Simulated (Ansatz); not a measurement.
# NaAl2O3: the cost of one run

Program: Ansatz 0.2.0. Level of theory: DFT PBE, scalar-relativistic, plane waves, PAW, unless a step names another level. These are calculated values, not measurements.

19 further runs of the same task are left out: 1 that didn't finish, 18 set aside as unsound or not needed. Runs told in other sessions of the task aren't counted.

**1. Plan**

Pauling electronegativities: Na 0.93, Al 1.61, O 3.44 (spread 2.51). No set of common oxidation states balances it. Tabulated atomic sizes suggest about 12 Å³/atom. 27 candidates were drawn, by swapping species into database cells of other compounds, at random by space group and Wyckoff sites, or by hand, as the table says:

```csv
name,made from,space group no.,Wyckoff sites,atoms (primitive cell),V (Å³/atom)
c01,random,44,"Na 2a; Al 4c; O 2b, 4d",6,14.7
c02,random,191,Na 1b; Al 2d; O 3g,6,13.0
c03,random,99,"Na 1b; Al 1b, 1a; O 1a, 2c",6,15.2
c04,random,12,"Na 2c; Al 4h; O 4i, 2a",6,14.7
c05,database cell of Nd2Al3Ga,25,"Na 1d; Al 1b, 1a; O 1c, 1c, 1d",6,14.7
c06,random,139,"Na 2a; Al 4e; O 4c, 2b",6,15.2
c07,database cell of Ti2CuSb3,115,"Na 1a; Al 2g; O 2g, 1b",6,13.3
c08,random,189,Na 1b; Al 2e; O 3g,6,14.2
c09,database cell of NaH2Pd3,65,"Na 2b; Al 4i; O 2a, 4f",6,11.2
c10,random,160,"Na 3a; Al 3a, 3a; O 9b",6,14.6
c11,database cell of TeMo2Se3,156,"Na 1a; Al 1a, 1c; O 1c, 1c, 1a",6,12.3
c12,database cell of Y2Ga3Cu,156,"Na 1a; Al 1c, 1c; O 1b, 1b, 1a",6,13.4
c13,database cell of Nd2Si3Ag,44,"Na 2b; Al 2a, 2b; O 2a, 2a, 2b",6,13.7
c14,random,69,"Na 4b; Al 8i; O 8c, 4a",6,12.8
c15,random,99,"Na 1b; Al 2c; O 2c, 1a",6,16.1
c16,random,1,"Na 1a; Al 1a, 1a; O 1a, 1a, 1a",6,14.8
c17,random,189,Na 1b; Al 2d; O 3f,6,13.8
c18,database cell of GdAl3Pd2,191,Na 1a; Al 2c; O 3g,6,13.3
c19,random,156,"Na 1a; Al 1a, 1c; O 1a, 1a, 1b",6,14.7
c20,database cell of Dy2CuAg3,99,"Na 1b; Al 1a, 1b; O 1a, 1a, 1b",6,13.1
c21,random,8,"Na 2a; Al 4b; O 4b, 2a",6,14.6
c22,random,139,"Na 2b; Al 4e; O 4d, 2a",6,13.2
c23,database cell of YB2Ir3,12,"Na 2a; Al 4g; O 4f, 2d",6,12.7
c24,database cell of Ti2AlGe3,38,"Na 2b; Al 2a, 2b; O 2a, 2a, 2b",6,12.2
c26,random,99,"Na 1a; Al 1b, 1b; O 1b, 2c",6,14.4
c27,random,123,"Na 1a; Al 2h; O 1b, 1c, 1d",6,13.3
c28,random,166,Na 3b; Al 6c; O 9e,6,15.7
```

**2. Screening run of c02**

input.yaml

```yaml
crystal:
  lattice:
    - [5.07074341, 0.0, 0.0]
    - [-2.5353717, 4.39139261, 0.0]
    - [0.0, 0.0, 3.50218526]
  atoms:
    - { symbol: Na, position: [0.0, 0.0, 0.5] }
    - { symbol: Al, position: [0.33333333, 0.66666667, 0.5] }
    - { symbol: Al, position: [0.66666667, 0.33333333, 0.5] }
    - { symbol: O, position: [0.5, 0.0, 0.5] }
    - { symbol: O, position: [0.0, 0.5, 0.5] }
    - { symbol: O, position: [0.5, 0.5, 0.5] }
basis:
  ecutwfc: 420
kpoints:
  mp_grid: { grid: [4, 4, 5] }
hamiltonian:
  xc: pbe
scf:
  occupations: { method: gaussian, width: 0.2 }
  lower_state_search: "off"
output:
  forces: true
  stress: true
  eigenvalues: true
relax:
  adjacent_minimum: "off"
  f_tol: 0.08
  max_steps: 16
  cell: { stress_tol: 0.8 }
```

On the command line:

```console
$ ansatz run input.yaml --threads 1 --pin off --max-ram 2560MiB --backend cpu --events-out ev --progress --plain --runs-dir out
```

**Question.** How long does this run take on 1 thread of Arm Neoverse N1, shared host, and how much memory does it need?

About 43 s, with a peak of 0.35 GiB.
